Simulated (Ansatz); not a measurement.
# ZrMo2C3: the cost of one run

Program: Ansatz 0.2.0. Level of theory: DFT PBE, scalar-relativistic, plane waves, PAW, unless a step names another level. These are calculated values, not measurements.

## 1. The structure to begin with

The structure is trigonal, space group R3m (No. 160). Conventional cell: a = 3.090 Å, b = 3.090 Å, c = 24.347 Å, α = 90.00°, β = 90.00°, γ = 120.00°. Zr (site symmetry 3m) has 6 C at 2.28 to 2.30 Å as nearest neighbours. Around Mo (site symmetry 3m) lie 6 C at 2.18 to 2.24 Å. Mo (site symmetry 3m) has 6 C at 2.16 to 2.29 Å as nearest neighbours. C (site symmetry 3m) is surrounded by 3 Mo at 2.18 Å and 3 Zr at 2.30 Å. C (site symmetry 3m) has 3 Mo at 2.16 Å and 3 Zr at 2.28 Å as nearest neighbours. C (site symmetry 3m) has 6 Mo at 2.24 to 2.29 Å as nearest neighbours.

As a file:

```
Zr Mo C
1.0
     1.54492    0.89196    8.11553
    -1.54492    0.89196    8.11553
     0.00000   -1.78392    8.11553
Zr Mo C
1 2 3
Cartesian
  0.0000 0.0000 24.3313
  0.0000 0.0000 10.7949
  0.0000 0.0000 13.5855
  0.0000 0.0000 17.6654
  0.0000 0.0000 6.6815
  0.0000 0.0000 20.2700
```

It came out lowest among 25 distinct ends of the trial cells. At a tolerance of 0.05 Å it has space group R3m (No. 160).

## 2. Relaxing to 0.001 eV/Å, on the response runs' mesh and smearing

input.yaml reads:

```yaml
crystal:
  lattice:
    - [1.5449232403, 0.8919618487, 8.1155330208]
    - [-1.5449232403, 0.8919618487, 8.1155330208]
    - [0.0, -1.7839236974, 8.1155330208]
  atoms:
    - { symbol: Zr, position: [0.9993698326, 0.9993698326, 0.9993698326] }
    - { symbol: Mo, position: [0.4433850076, 0.4433850076, 0.4433850076] }
    - { symbol: Mo, position: [0.5580033918, 0.5580033918, 0.5580033918] }
    - { symbol: C, position: [0.7255816343, 0.7255816343, 0.7255816343] }
    - { symbol: C, position: [0.2744320357, 0.2744320357, 0.2744320357] }
    - { symbol: C, position: [0.8325580981, 0.8325580981, 0.8325580981] }
basis:
  ecutwfc: 420
kpoints:
  mp_grid: { grid: [12, 12, 12] }
hamiltonian:
  xc: pbe
scf:
  occupations: { method: gaussian, width: 0.1 }
output:
  forces: true
  stress: true
  eigenvalues: true
relax:
  adjacent_minimum: "off"
  f_tol: 0.001
  max_steps: 60
  cell: { stress_tol: 0.01 }
```

Command:

```bash
$ ansatz run input.yaml --threads 3 --pin off --max-ram 7680MiB --backend cpu --events-out ev --progress --plain --runs-dir out
```

What time and memory should one allow on 3 threads of Intel Xeon Gold 6455B (Sapphire Rapids), shared host?

About 44 s, with a peak of 0.66 GiB.
